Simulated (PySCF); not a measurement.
# C6H3In (In(CCH)3): the cost of one run

Computed with PySCF 2.14.0 and routines of our own; the level stands in each step. Atoms count from 0.

### 1 The system as given

10 atoms, charge 0, multiplicity 1; geometry from: GFN2-xTB.

### 2 Relaxing the molecule at PBE0-D3(BJ)/def2-SVP

The job: settings as JSON, then the geometry in Å.

```
{"job": {"xc": "PBE0", "basis": "def2-SVP", "d3": "d3bj", "grid": 1, "maxiter": 30, "shake": 0.03, "kind": "geom"}, "charge": 0, "multiplicity": 1}
In     0.056370    -0.075020     0.001840
C      2.118500    -0.022230    -0.031300
C      3.279660    -0.023780    -0.044910
H      4.496150    -0.014170    -0.030490
C     -1.072200     1.839360    -0.025150
C     -1.667810     2.922770     0.016120
H     -2.147610     3.821480     0.036810
C     -1.033260    -1.833260    -0.017900
C     -1.686430    -2.877260     0.059910
H     -2.218720    -3.814650     0.039480
```

On the command line:

```console
> OMP_NUM_THREADS=1 python heavy_run.py task.json out
```

This one command runs all jobs of the session in turn.

**Question.** How long does this first job take on 1 thread of Arm Neoverse V2, shared host, and how much memory does it need?

About 57 s, with a peak of 0.48 GiB.
